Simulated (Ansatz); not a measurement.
I need a polarisability from point charges of BFH2SSe, SMILES FB(S)[SeH]. Use the Ansatz DFT code, driven from Python. Use (for the species named): MP2, def2-SVPD basis, multiplicity 1.

```yaml
atoms:
  - { symbol: F, position_ang: [-0.6365, -0.8824, 1.5273] }
  - { symbol: B, position_ang: [-0.1362, -0.2086, 0.3394] }
  - { symbol: S, position_ang: [1.6476, 0.2971, 0.2918] }
  - { symbol: Se, position_ang: [-1.2271, 0.1506, -1.2633] }
  - { symbol: H, position_ang: [2.0688, -0.9593, -0.2357] }
  - { symbol: H, position_ang: [-1.6746, 1.5386, -0.7056] }
```

`bfh2sse.py`:
```python
"""Response of BFH2SSe to a pair of distant point charges."""

import warnings

import ansatz as az
import numpy as np


def main() -> None:
    warnings.simplefilter("ignore", az.DeckWarning)

    geometry_ang = [
        ("F", (-0.6365, -0.8824, 1.5273)),
        ("B", (-0.1362, -0.2086, 0.3394)),
        ("S", (1.6476, 0.2971, 0.2918)),
        ("Se", (-1.2271, 0.1506, -1.2633)),
        ("H", (2.0688, -0.9593, -0.2357)),
        ("H", (-1.6746, 1.5386, -0.7056)),
    ]
    mol = az.Crystal.molecule()
    for symbol, xyz in geometry_ang:
        mol = mol.atom(symbol, xyz)

    base = mol.calculation()
    base = base.basis(gaussian="def2-SVPD").correlation("MP2")
    base = base.forces()
    # charges +q and -q at -R and +R make a nearly even field 2 k q / R^2 at the centre
    centre = np.mean([site.position_ang for site in mol.cartesian_sites], axis=0)
    field = 2 * 14.399645 * 3.0 / 30.0 ** 2


    def dipole(axis, sign):
        arm = 30.0 * np.eye(3)[axis]
        pair = [{"charge": sign * 3.0, "position_ang": (centre - arm).tolist()}, {"charge": -sign * 3.0, "position_ang": (centre + arm).tolist()}]
        deck = base.input().set(az.key.basis.gaussian.point_charges, pair)
        return np.array(az.Session.from_dict(deck).plan().execute().report["charge_distribution"]["dipole_moment_e_ang"])


    print(f"field {field:.4f} V/A")
    alpha = np.array([(dipole(axis, 1) - dipole(axis, -1)) / (2 * field) * 14.399645 for axis in range(3)])
    print("polarisability tensor (A^3)")
    print(np.array2string(alpha, precision=3, suppress_small=True))
    print(f"mean {np.trace(alpha) / 3:.3f} A^3 = {np.trace(alpha) / 3 / 0.14818471:.2f} bohr^3")


if __name__ == "__main__":
    main()
```

`python bfh2sse.py` gives:
```text
field 0.0960 V/A
polarisability tensor (A^3)
[[11.208 -0.236  1.045]
 [-0.238  8.51  -0.414]
 [ 1.031 -0.417  9.435]]
mean 9.718 A^3 = 65.58 bohr^3
```

The geometry is a force-field or estimated start, not a minimum of this method, and the basis set is short of its limit. The field of two point charges is only nearly even. The whole script took 61 s on 1 thread of Arm Neoverse V1, with other jobs on the host, peak memory 0.42 GiB.

(Lines on the test bed's own set-up are left out of the output.)
